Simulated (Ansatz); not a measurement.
# C7H14: up Jacob's ladder to CCSD(T)

The task here is to estimate one member of a computed series from the others.

The runs use Ansatz 0.2.0, Gaussian basis; functionals in def2-TZVPP, the program's frozen cores in correlated methods.

The runs, in order: PBE-D4, r2SCAN-D4, PBE0-D4, B3LYP-D4, ωB97X-V, ωB97M-V, B2PLYP; CCSD(T)/def2-TZVPP; MP2/def2-QZVPP; extrapolation to the limit.

**The geometry**

An earlier PBE0-D4 in a triple-zeta def2 set relaxation fixed the geometry.

SMILES `CC1CCCCC1`, 21 atoms, charge 0, spin multiplicity 1.

Atoms are counted from 1 here; the program's logs count them from 0.

Bond lengths: C1–C2 1.518 Å, C1–H8 1.093 Å, C1–H9 1.093 Å, C1–H10 1.095 Å, C2–C3 1.525 Å, C2–C7 1.525 Å, C2–H11 1.100 Å, C3–C4 1.522 Å, C3–H12 1.095 Å, C3–H13 1.099 Å, C4–C5 1.522 Å, C4–H14 1.097 Å, C4–H15 1.094 Å, C5–C6 1.522 Å, C5–H16 1.094 Å, C5–H17 1.098 Å, C6–C7 1.522 Å, C6–H18 1.097 Å and more. Angles: C2–C1–H8 111.4°, C2–C1–H9 111.4°, C2–C1–H10 110.7°, H8–C1–H9 107.9°, H8–C1–H10 107.6°, H9–C1–H10 107.6°, C1–C2–C3 111.5°, C1–C2–C7 111.5°, C1–C2–H11 108.3°, C3–C2–C7 110.2°, C3–C2–H11 107.6°, C7–C2–H11 107.6°, C2–C3–C4 112.2°, C2–C3–H12 109.8°, C2–C3–H13 108.6°, C4–C3–H12 110.4°, C4–C3–H13 109.3°, H12–C3–H13 106.4° and more.

As a file:

```xyz
21

C    -1.7251    0.1093    1.7056
C    -0.6244   -0.3109    0.7477
C     0.6618    0.4707    0.9946
C     1.7688    0.0763    0.0275
C     1.3192    0.2251   -1.4191
C     0.0405   -0.5584   -1.6798
C    -1.0601   -0.1616   -0.7063
H    -2.6371   -0.4718    1.5448
H    -1.4201   -0.0245    2.7470
H    -1.9758    1.1658    1.5664
H    -0.4045   -1.3747    0.9205
H     0.9905    0.3278    2.0295
H     0.4468    1.5424    0.8832
H     2.0517   -0.9681    0.2105
H     2.6646    0.6769    0.2121
H     2.1114   -0.1003   -2.1001
H     1.1403    1.2867   -1.6327
H     0.2475   -1.6307   -1.5718
H    -0.2942   -0.4098   -2.7109
H    -1.9618   -0.7564   -0.8869
H    -1.3399    0.8862   -0.8819
```

Set-up of the first run:

File in.yaml:

```yaml
crystal:
  periodic: [false, false, false]
  atoms:
    - {symbol: C, position_ang: [-1.725065, 0.109305, 1.705621]}
    - {symbol: C, position_ang: [-0.624424, -0.310942, 0.747695]}
    - {symbol: C, position_ang: [0.661755, 0.470702, 0.994629]}
    - {symbol: C, position_ang: [1.768798, 0.076318, 0.027458]}
    - {symbol: C, position_ang: [1.319185, 0.225136, -1.419100]}
    - {symbol: C, position_ang: [0.040539, -0.558397, -1.679811]}
    - {symbol: C, position_ang: [-1.060074, -0.161625, -0.706304]}
    - {symbol: H, position_ang: [-2.637142, -0.471799, 1.544848]}
    - {symbol: H, position_ang: [-1.420083, -0.024493, 2.747015]}
    - {symbol: H, position_ang: [-1.975846, 1.165819, 1.566384]}
    - {symbol: H, position_ang: [-0.404461, -1.374730, 0.920490]}
    - {symbol: H, position_ang: [0.990450, 0.327773, 2.029483]}
    - {symbol: H, position_ang: [0.446764, 1.542355, 0.883166]}
    - {symbol: H, position_ang: [2.051692, -0.968102, 0.210548]}
    - {symbol: H, position_ang: [2.664641, 0.676888, 0.212058]}
    - {symbol: H, position_ang: [2.111393, -0.100259, -2.100078]}
    - {symbol: H, position_ang: [1.140319, 1.286691, -1.632697]}
    - {symbol: H, position_ang: [0.247450, -1.630723, -1.571774]}
    - {symbol: H, position_ang: [-0.294241, -0.409786, -2.710894]}
    - {symbol: H, position_ang: [-1.961785, -0.756352, -0.886888]}
    - {symbol: H, position_ang: [-1.339875, 0.886221, -0.881850]}
basis:
  gaussian: {orbitals: def2-TZVPP}
hamiltonian: {xc: pbe, dispersion: d4}
output: {forces: true, orbitals: {seedname: orbitals}}
```

Command:

```console
> ansatz run in.yaml --threads 2 --pin off --events-out ev --progress --plain --max-ram 32768MiB --backend cuda --devices 0, --max-vram 18GiB
```

Among the steps run: PBE-D4 (GGA); r2SCAN-D4 (meta-GGA); PBE0-D4 (hybrid); B3LYP-D4 (hybrid); ωB97X-V (range-separated); ωB97M-V (range-separated); B2PLYP (double hybrid); CCSD(T) in def2-TZVPP; MP2 in def2-QZVPP.

One of the session's tables, all rows but one given; the rest of the session is left out.

It belongs to the step «Atomisation energies». 

| method | atoms, summed (eV) | atomisation energy (eV) |
| --- | --- | --- |
| PBE-D4 | -7389.698 | 91.042 |
| r2SCAN-D4 | -7396.855 | 89.586 |
| PBE0-D4 | -7392.031 | 90.208 |
| B3LYP-D4 | -7402.762 | 89.363 |
| ωB97X-V | -7399.675 | 89.540 |
| ωB97M-V | -7397.205 | 89.617 |
| B2PLYP | -7395.233 | 88.485 |
| HF/def2-TZVPP | ? | ? |
| MP2/def2-TZVPP | -7382.652 | 88.491 |
| CCSD/def2-TZVPP | -7386.540 | 86.510 |
| CCSD(T)/def2-TZVPP | -7386.927 | 87.555 |
| MP2/CBS | -7384.803 | 90.271 |
| CCSD(T)/CBS | -7389.077 | 89.335 |

Q: Estimate the row for HF/def2-TZVPP from the others.

**Answer.** atoms, summed (eV): -7370.059; atomisation energy (eV): 67.940. In the column «atoms, summed (eV)» it is the highest.
